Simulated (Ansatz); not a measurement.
# CH₄LiNSi: one structure at several levels

One table from this session's results is given with a row withheld; the runs are named, their logs left out.

The runs use Ansatz 0.2.0, Gaussian basis; single points in def2-TZVPP.

Cores are frozen in the correlated methods. The outer core shell of Li, Na, Mg and K is correlated.

### The system as given

8 atoms, charge 0, spin multiplicity 1.

Atoms are counted from 1 here; the program's logs count them from 0.

Bond lengths: Li1–N2 1.777 Å, N2–Si3 1.704 Å, N2–H5 0.934 Å, Si3–C4 1.717 Å, Si3–H6 1.526 Å, C4–H7 1.066 Å, C4–H8 0.973 Å. Angles: Li1–N2–Si3 133.0°, Li1–N2–H5 111.7°, Si3–N2–H5 115.2°, N2–Si3–C4 130.1°, N2–Si3–H6 102.4°, C4–Si3–H6 126.1°, Si3–C4–H7 121.6°, Si3–C4–H8 123.1°, H7–C4–H8 114.2°.

Coordinates:

```xyz
8
charge 0, multiplicity 1
Li   -0.3827    2.8961   -1.0123
N     0.1240    1.2076   -0.7925
Si   -0.2097    0.0415    0.4042
C     0.1786   -1.6302    0.4574
H     0.7301    0.9401   -1.4509
H    -1.2355    0.7540    1.2805
H     0.8460   -2.0709   -0.2476
H    -0.0337   -2.2011    1.2163
```

Set-up of the first run:

File run/in.yaml:

```yaml
crystal:
  periodic: [false, false, false]
  atoms:
    - {symbol: Li, position_ang: [-0.382700, 2.896100, -1.012300]}
    - {symbol: N, position_ang: [0.124000, 1.207600, -0.792500]}
    - {symbol: Si, position_ang: [-0.209700, 0.041500, 0.404200]}
    - {symbol: C, position_ang: [0.178600, -1.630200, 0.457400]}
    - {symbol: H, position_ang: [0.730100, 0.940100, -1.450900]}
    - {symbol: H, position_ang: [-1.235500, 0.754000, 1.280500]}
    - {symbol: H, position_ang: [0.846000, -2.070900, -0.247600]}
    - {symbol: H, position_ang: [-0.033700, -2.201100, 1.216300]}
basis:
  gaussian: {orbitals: def2-TZVPP}
correlation: {method: ccsd_t}
output: {forces: true}
```

The command line of these runs was not kept.

Steps of the session up to this table: CCSD(T)/def2-TZVPP; PBE0-D4/def2-TZVPP; wB97M-V/def2-TZVPP; r2SCAN-D4/def2-TZVPP; PBE-D4/def2-TZVPP; HSE06-D4/def2-TZVPP; wB97X-V/def2-TZVPP.

One table of the session follows, with a row left open; its other results are not shown here.

```
   method  RMS force component (eV/Å)  angle to CCSD(T) forces (°)  dipole (D)
  CCSD(T)                       2.021                    reference        8.68
  PBE0-D4                       2.050                          3.0        8.66
  wB97M-V                       2.032                          3.9        8.71
r2SCAN-D4                       2.029                          2.0        8.70
   PBE-D4                       2.091                          3.3        8.46
 HSE06-D4                           ?                            ?           ?
  wB97X-V                       2.083                          4.0        8.79
```

Estimate the missing values for HSE06-D4.

As computed: RMS force component (eV/Å): 2.051; angle to CCSD(T) forces (°): 2.9; dipole (D): 8.66. In the column «RMS force component (eV/Å)» it lies between PBE0-D4 (2.050) and wB97X-V (2.083).
